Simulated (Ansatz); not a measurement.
# TeAs2: how settings move the results

The task here is to estimate one member of a computed series from the others.

Computed with Ansatz 0.2.0 (DFT PBEsol, scalar-relativistic, plane waves, PAW for the base; runs at other levels say so in their headings and inputs, unless a step's input says otherwise).

1 further run of the same task is left out (set aside as unsound or not needed).

## The starting structure

Symmetry: I4_1/amd, No. 141, tetragonal system. The conventional cell has a = 7.113 Å, b = 7.113 Å, c = 5.881 Å, α = 90.00°, β = 90.00°, γ = 90.00°. Around Te (site symmetry -4m2) lie 4 As at 2.83 Å. As (site symmetry 2/m) has 2 Te at 2.83 Å and 4 As at 2.91 Å in its first shell of neighbours.

As a file:

```xyz
6
Lattice="-3.5565 3.5565 2.9405 3.5565 -3.5565 2.9405 3.5565 3.5565 -2.9405" Properties=species:S:1:pos:R:3 pbc="T T T"
Te    0.0000    3.5565    1.4703
Te    0.0000    0.0000    0.0000
As    1.7782    0.0000    2.2054
As    1.7782    3.5565   -0.7351
As    3.5565    1.7782    0.7351
As    0.0000    1.7782    3.6756
```

The structure comes from the Materials Project (structure only); it is used as listed.

## The base run, which the others are set against

Input file input.yaml:

```yaml
crystal:
  lattice:
    - [-3.556454, 3.556454, 2.940516]
    - [3.556454, -3.556454, 2.940516]
    - [3.556454, 3.556454, -2.940516]
  atoms:
    - { symbol: Te, position: [0.75, 0.25, 0.5] }
    - { symbol: Te, position: [0.0, 0.0, 0.0] }
    - { symbol: As, position: [0.375, 0.625, 0.25] }
    - { symbol: As, position: [0.375, 0.125, 0.75] }
    - { symbol: As, position: [0.375, 0.625, 0.75] }
    - { symbol: As, position: [0.875, 0.625, 0.25] }
basis:
  ecutwfc: 420
kpoints:
  mp_grid: { grid: [8, 8, 8] }
hamiltonian:
  xc: pbesol
scf:
  occupations: { method: gaussian, width: 0.1 }
output:
  forces: true
  stress: true
  eigenvalues: true
  populations: true
```

It was run beforehand and gave: -5508.9901 eV/atom at zero smearing, pressure -3.78 GPa, largest force 0.000 eV/Å, no gap on the mesh, in 7 SCF cycles and 22 s.

Set-up of the first run:

Input file input.yaml:

```yaml
crystal:
  lattice:
    - [-3.556454, 3.556454, 2.940516]
    - [3.556454, -3.556454, 2.940516]
    - [3.556454, 3.556454, -2.940516]
  atoms:
    - { symbol: Te, position: [0.75, 0.25, 0.5] }
    - { symbol: Te, position: [0.0, 0.0, 0.0] }
    - { symbol: As, position: [0.375, 0.625, 0.25] }
    - { symbol: As, position: [0.375, 0.125, 0.75] }
    - { symbol: As, position: [0.375, 0.625, 0.75] }
    - { symbol: As, position: [0.875, 0.625, 0.25] }
basis:
  ecutwfc: 420
kpoints:
  mp_grid: { grid: [8, 8, 8] }
hamiltonian:
  xc: lda
scf:
  occupations: { method: gaussian, width: 0.1 }
output:
  forces: true
  stress: true
  eigenvalues: true
```

The run is started by

```bash
> ansatz run input.yaml --threads 1 --pin off --max-ram 2560MiB --backend cpu --events-out ev --progress --plain --runs-dir out
```

Among the steps run: Functional: LDA; Functional set to PBE; Functional: r2SCAN.

One table of the session follows, with a row left open; its other results are not shown here.

It belongs to the step «What the functional changes». 

```
functional  pressure (GPa)
    PBEsol            -3.8
       LDA            -5.0
       PBE               ?
    r2SCAN            -1.7
```

**Question.** Estimate the row for PBE.

The run gave: pressure (GPa): -0.7. In the column «pressure (GPa)» it is the highest.
